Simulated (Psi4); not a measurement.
**SiHF3 (SMILES F[SiH](F)F) at OMP2/def2-SVPD (density fitting for correlation)**

What is the energy change on altering one bond length of SiHF3 at OMP2/def2-SVPD (density fitting for correlation)? 

The results are computed with Psi4 1.11.

1 further run of the same task is left out (set aside as unsound or not needed).

### Step 1. The system as given

SiHF3 has 5 atoms, charge 0, and is taken as a singlet. SMILES: `F[SiH](F)F`. The coordinates come from a PBE0-D4/def2-TZVP relaxation.

Bond lengths: F1–Si2 1.573 Å, Si2–F3 1.573 Å, Si2–F4 1.573 Å, Si2–H5 1.461 Å. Angles: F1–Si2–F3 108.3°, F1–Si2–F4 108.3°, F3–Si2–F4 108.3°, F1–Si2–H5 110.7°, F3–Si2–H5 110.7°, F4–Si2–H5 110.7°.

### Step 2. The energy at OMP2/def2-SVPD (density fitting for correlation)

Contents of input.in:

```
memory 1.6 GB

molecule m {
  0 1
  F     -0.447100    -0.082200     1.491300
  Si     0.040700     0.001700    -0.001800
  F     -0.597100     1.281400    -0.657200
  F     -0.495900    -1.263300    -0.767200
  H      1.499400     0.062400    -0.065100
  symmetry c1
  no_reorient
  no_com
}

set basis def2-SVPD
set puream true
set e_convergence 1e-09
set d_convergence 1e-08
set scf_type pk
set num_frozen_docc 8

energy_value, wavefunction = energy('omp2', return_wfn=True)
```

Launch:

```sh
psi4 input.in input.out -n 1
```

input.out (excerpt; [...] marks lines left out):

```text
[...]
  Running in c1 symmetry.
[...]
  Nuclear repulsion =  188.407850402666924
[...]
  Multiplicity = 1
[...]
  Nalpha       = 21
  Nbeta        = 21
[...]
    Number of basis functions: 101
[...]
   @RHF iter   1:  -587.62649902836881   -7.56433e-01   4.79819e-03 ADIIS/DIIS
[...]
   @RHF iter  10:  -587.71006357816702   -1.02318e-12   3.26717e-09 DIIS
[...]
    Orbital Energies [Eh]
    ---------------------
    Doubly Occupied:
       1A    -68.913355     2A    -26.326252     3A    -26.326230
       4A    -26.326208     5A     -6.264619     6A     -4.378044
       7A     -4.378042     8A     -4.375374     9A     -1.629131
      10A     -1.598422    11A     -1.598388    12A     -0.841501
      13A     -0.763465    14A     -0.763451    15A     -0.744927
      16A     -0.710479    17A     -0.710477    18A     -0.683765
      19A     -0.683747    20A     -0.667611    21A     -0.566830
[...]
  @RHF Final Energy:  -587.71006357816702
   => Energetics <=
    Nuclear Repulsion Energy =            188.4078504026669236
    One-Electron Energy =               -1193.7351895201884417
    Two-Electron Energy =                 417.6172755393545231
    Total Energy =                       -587.7100635781670235
[...]
 Multipole Moments:
 ------------------------------------------------------------------------------------
     Multipole            Electronic (a.u.)      Nuclear  (a.u.)        Total (a.u.)
 ------------------------------------------------------------------------------------
 L = 1.  Multiply by 2.5417464519 to convert [e a0] to [Debye]
 Dipole X            :         22.9089691          -22.2830836            0.6258856
 Dipole Y            :          0.9533661           -0.9272886            0.0260775
 Dipole Z            :         -0.9945747            0.9671618           -0.0274129
 Magnitude           :                                                    0.6270281
[...]
	Warning: cc_lambda option is changed to TRUE
	For this residual convergence, default PCG convergence is:     1.00e-07
[...]
	DF-MP2 Total Energy (a.u.)         :  -588.38950596206075
[...]
	DF-MP2 Total Energy (a.u.)         :  -588.39848202330791
[...]
	DF-OMP2 Total Energy (a.u.)        :  -588.39848202330677
[...]
```

Run time: 20 s. Hardware: 1 thread of Intel Xeon Platinum 8488C (Sapphire Rapids), shared host; peak memory 0.38 GiB.

### Step 3. The distorted shape

Contents of run.py:

```python
import numpy as np
from ase.calculators.psi4 import Psi4
from ase import Atoms

atoms = Atoms(['F', 'Si', 'F', 'F', 'H'], positions=[
    [0.196830, 1.435823, 2.409794],
    [0.684630, 1.519723, 0.916694],
    [0.046830, 2.799423, 0.261294],
    [-0.495900, -1.263300, -0.767200],
    [2.143330, 1.580423, 0.853394],
])
calc = Psi4(atoms=atoms, method='omp2', basis='def2-SVPD', memory='1600MB', num_threads=1, charge=0, multiplicity=1, label='f3hsi')
calc.psi4.set_options({'puream': True, 'e_convergence': 1e-09, 'd_convergence': 1e-08, 'scf_type': 'pk', 'num_frozen_docc': 8})
atoms.calc = calc

print(f'energy: {atoms.get_potential_energy():.6f} eV')
```

Launch:

```sh
python run.py
```

f3hsi.dat (excerpt; [...] marks lines left out):

```text
[...]
  Running in c1 symmetry.
[...]
  Nuclear repulsion =  151.166411406034456
[...]
  Multiplicity = 1
[...]
  Nalpha       = 21
  Nbeta        = 21
[...]
    Number of basis functions: 101
[...]
   @RHF iter   1:  -587.22064720887522   -1.00437e+00   6.63866e-03 ADIIS/DIIS
[...]
   @RHF iter  15:  -587.42131914730044   -1.25056e-11   4.10420e-09 DIIS
[...]
    Orbital Energies [Eh]
    ---------------------
    Doubly Occupied:
       1A    -69.064104     2A    -26.429228     3A    -26.429188
       4A    -26.094554     5A     -6.410717     6A     -4.522796
       7A     -4.522478     8A     -4.520027     9A     -1.715127
      10A     -1.693744    11A     -1.291464    12A     -0.919677
      13A     -0.844219    14A     -0.827374    15A     -0.809347
      16A     -0.782148    17A     -0.771395    18A     -0.693290
      19A     -0.432378    20A     -0.432375    21A     -0.391895
[...]
  @RHF Final Energy:  -587.42131914730044
   => Energetics <=
    Nuclear Repulsion Energy =            151.1664114060344559
    One-Electron Energy =               -1117.9804147342345004
    Two-Electron Energy =                 379.3926841808994936
    Total Energy =                       -587.4213191473004372
[...]
 Multipole Moments:
 ------------------------------------------------------------------------------------
     Multipole            Electronic (a.u.)      Nuclear  (a.u.)        Total (a.u.)
 ------------------------------------------------------------------------------------
 L = 1.  Multiply by 2.5417464519 to convert [e a0] to [Debye]
 Dipole X            :         -0.5449853            2.6216727            2.0766874
 Dipole Y            :          2.3446813            0.8994290            3.2441103
 Dipole Z            :          1.5260015            0.3877344            1.9137359
 Magnitude           :                                                    4.3010775
[...]
	Warning: cc_lambda option is changed to TRUE
	For this residual convergence, default PCG convergence is:     1.00e-07
[...]
	DF-MP2 Total Energy (a.u.)         :  -588.14127626529751
[...]
	DF-MP2 Total Energy (a.u.)         :  -588.17946582235368
[...]
	DF-OMP2 Total Energy (a.u.)        :  -588.17946582224386
[...]
```

Standard output:

```text
energy: -16005.178496 eV
```

It took 24 s on 1 thread of Intel Xeon Platinum 8488C (Sapphire Rapids), shared host; peak memory 0.4 GiB.

### Step 4. What came out

Level: OMP2/def2-SVPD (density fitting for correlation), 8 core orbitals frozen.

| quantity | value |
| --- | --- |
| first shape: total energy | -588.39848 Eh |
| first shape: HOMO energy (Hartree–Fock orbitals) | -15.42 eV |
| first shape: LUMO energy (Hartree–Fock orbitals) | 2.39 eV |
| first shape: HOMO–LUMO gap (Hartree–Fock orbitals) | 17.82 eV |
| first shape: correlation energy (8 core orbitals frozen) | -688.4 mEh |
| distorted shape: total energy | -588.17947 Eh |
| distorted shape: HOMO energy (Hartree–Fock orbitals) | -10.66 eV |
| distorted shape: LUMO energy (Hartree–Fock orbitals) | -3.09 eV |
| distorted shape: HOMO–LUMO gap (Hartree–Fock orbitals) | 7.57 eV |
| distorted shape: correlation energy (8 core orbitals frozen) | -758.1 mEh |
| energy change with the Si2–F4 bond stretched from 1.573 to 3.460 Å | 5.960 eV |

What this shows: One bond (distorted shape) is far stretched, which a spin-restricted single reference describes badly; perturbation theory on it can break down and give far too much correlation. With the Si2–F4 bond stretched from 1.573 to 3.460 Å the energy rises by 5.96 eV (137 kcal/mol). The first shape isn't relaxed at this level, so the change isn't measured from a minimum. A restricted reference can't describe the breaking bond well at this length.
